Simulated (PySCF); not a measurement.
# A diatomic session: ZnP

One job finds the state of ZnP, follows it along the bond with each method and fits the curves.

Program: PySCF 2.14.0. Level of theory: Zn x2c-TZVPPall, P x2c-TZVPPall, spin-free X2C with a Gaussian nucleus. These are calculated values, not measurements.

## (1) The job

The job is set up so:

```json
{
  "atoms": "Zn, P",
  "charge": "0",
  "basis": "Zn x2c-TZVPPall, P x2c-TZVPPall",
  "Hamiltonian": "spin-free X2C with a Gaussian nucleus",
  "basis functions": "106",
  "electrons treated": "45",
  "masses in u": "63.9291, 30.9738",
  "levels": "PBE0, PBE, r²SCAN, B3LYP, revPBE, BP86, B2PLYP, CAM-B3LYP, HF, MP2, SCS-MP2",
  "grid": "80 radial by 434 angular points",
  "occupations": "held fixed by the projection of orbital angular momentum",
  "dissociation limit": "Zn + P, each in its ground configuration",
  "starting distance in angstrom": "2.255",
  "values of 2S to try": "1, 3"
}
```

Launch:

```bash
$ OMP_NUM_THREADS=2 python dia.py task.json out
```

Further steps of the session: The PBE0 curve of the state that the search chose; Other states along the same grid; PBE (GGA); r²SCAN; B3LYP (global hybrid GGA); revPBE; BP86 (GGA); B2PLYP (double hybrid); CAM-B3LYP; UHF (mean field).

What does the calculation give? Wanted: for each run, Re; ωe; De; μ.

The runs gave:

Lowest PBE0 solution found, without spin–orbit coupling: ⁴Σ⁻ (quartet), unpaired electrons σ ↑, π ↑↑. State 2 has its PBE0 minimum 0.27 eV higher, as a spin-mixed determinant (⟨S²⟩ = 1.77), so this is no gap between pure states. State 3 has its PBE0 minimum 0.43 eV higher. State 4 has its PBE0 minimum 0.45 eV higher, as a spin-mixed determinant (⟨S²⟩ = 1.77), so this is no gap between pure states. The other levels ran on the lowest alone.

| level | Re (Å) | ωe (cm⁻¹) | De (eV) | μ (D) |
| --- | --- | --- | --- | --- |
| UHF-MP2 | 2.421 | 194.9 | 0.060 | n/a |
| UHF-SCS-MP2 | 2.460 | 179.6 | -0.007 | n/a |
| PBE | 2.441 | 214.6 | 0.472 | -0.61 |
| revPBE | 2.467 | 203.8 | 0.358 | -0.69 |
| BP86 | 2.445 | 212.1 | 0.453 | -0.61 |
| r²SCAN | 2.386 | 242.6 | 0.55 | -0.81 |
| B3LYP | 2.496 | 186.8 | 0.276 | -0.72 |
| PBE0 | 2.423 | 226.9 | 0.431 | -0.86 |
| CAM-B3LYP | 2.436 | 209.3 | 0.274 | -0.80 |
| B2PLYP | 2.463 | 196.3 | 0.226 | -0.98 |

De is counted to Zn + P in their ground configurations. A positive dipole means Zn(−)P(+). No constants: UHF (too few points lie around the minimum).

What this shows: Bond lengths run from 2.386 Å (r²SCAN) to 2.496 Å (B3LYP). Of the levels with a De here, UHF-SCS-MP2 gives the least (-0.007 eV) and r²SCAN the most (0.55 eV).

Correlated steps freeze 10 core orbitals. B2PLYP dipoles, levels and charges come from its SCF part alone. A negative De means that the minimum lies above the separated atoms at that level.
